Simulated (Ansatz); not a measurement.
# MgH2: structure and electronic properties

The task here is to estimate one member of a computed series from the others.

Method: DFT r2SCAN, scalar-relativistic, plane waves, PAW, in Ansatz 0.2.0.

### The starting structure

The structure is cubic, space group Fm-3m (No. 225). Conventional cell: a = 4.762 Å, b = 4.762 Å, c = 4.762 Å, α = 90.00°, β = 90.00°, γ = 90.00°. Mg (site symmetry m-3m) has 8 H at 2.06 Å as nearest neighbours. H (site symmetry -43m) is surrounded by 4 Mg at 2.06 Å.

As a file:

```cif
data_structure
_symmetry_space_group_name_H-M 'P 1'
_symmetry_Int_Tables_number 1
_cell_length_a 3.3673
_cell_length_b 3.3673
_cell_length_c 3.3673
_cell_angle_alpha 60.000
_cell_angle_beta 60.000
_cell_angle_gamma 60.000
_cell_volume 27.00
loop_
_atom_site_label
_atom_site_type_symbol
_atom_site_fract_x
_atom_site_fract_y
_atom_site_fract_z
_atom_site_occupancy
Mg1 Mg 0.00000 0.00000 0.00000 1
H1 H 0.75000 0.75000 0.75000 1
H2 H 0.25000 0.25000 0.25000 1
```

The structure comes from the Materials Project (structure only).

Set-up of the first run:

(A quick probe on a coarse mesh, which set the mesh and smearing, is not shown.)

File input.yaml:

```yaml
crystal:
  lattice:
    - [0.0, 2.3810671667, 2.3810671667]
    - [2.3810671667, 0.0, 2.3810671667]
    - [2.3810671667, 2.3810671667, 0.0]
  atoms:
    - { symbol: Mg, position: [0.0, 0.0, 0.0] }
    - { symbol: H, position: [0.75, 0.75, 0.75] }
    - { symbol: H, position: [0.25, 0.25, 0.25] }
basis:
  ecutwfc: 500
kpoints:
  mp_grid: { grid: [16, 16, 16] }
hamiltonian:
  xc: r2scan
scf:
  occupations: { method: gaussian, width: 0.1 }
output:
  forces: true
  stress: true
  eigenvalues: true
relax:
  adjacent_minimum: "off"
  f_tol: 0.005
  max_steps: 80
  cell: { stress_tol: 0.05 }
```

Steps of the session up to this table: The relaxation; Static run: bands, density of states and charges; Point at V/V0 = 0.97; The cell scaled to 1.03 of its volume; Point at V/V0 = 0.94; The cell scaled to 1.06 of its volume.

One of the session's tables, all rows but one given; the rest of the session is left out.

It belongs to the step «Equation of state». 

| volume (Å³/atom) | energy above the lowest point (meV/atom) | pressure (GPa) |
| --- | --- | --- |
| 8.273 | 6.7 | 4.28 |
| 8.537 | 1.6 | 1.99 |
| 8.801 | 0.0 | -0.02 |
| 9.065 | ? | ? |
| 9.329 | 5.7 | -3.30 |

**Question.** Estimate the row for volume (Å³/atom) = 9.065.

Worked estimate for «energy above the lowest point (meV/atom)». A straight line through the neighbours (8.801, 0.0) and (9.329, 5.7) gives 0.0 + (5.7 − 0.0) × (9.065 − 8.801) / (9.329 − 8.801) = 2.8; a parabola fitted to 3 rows on both sides gives 1.4.

As computed: energy above the lowest point (meV/atom): 1.5; pressure (GPa): -1.77. In «energy above the lowest point (meV/atom)» the line misses by +1.3 and the parabola by -0.1.

To keep in mind: The projections leave out shells that the potentials don't hold, such as empty d states.
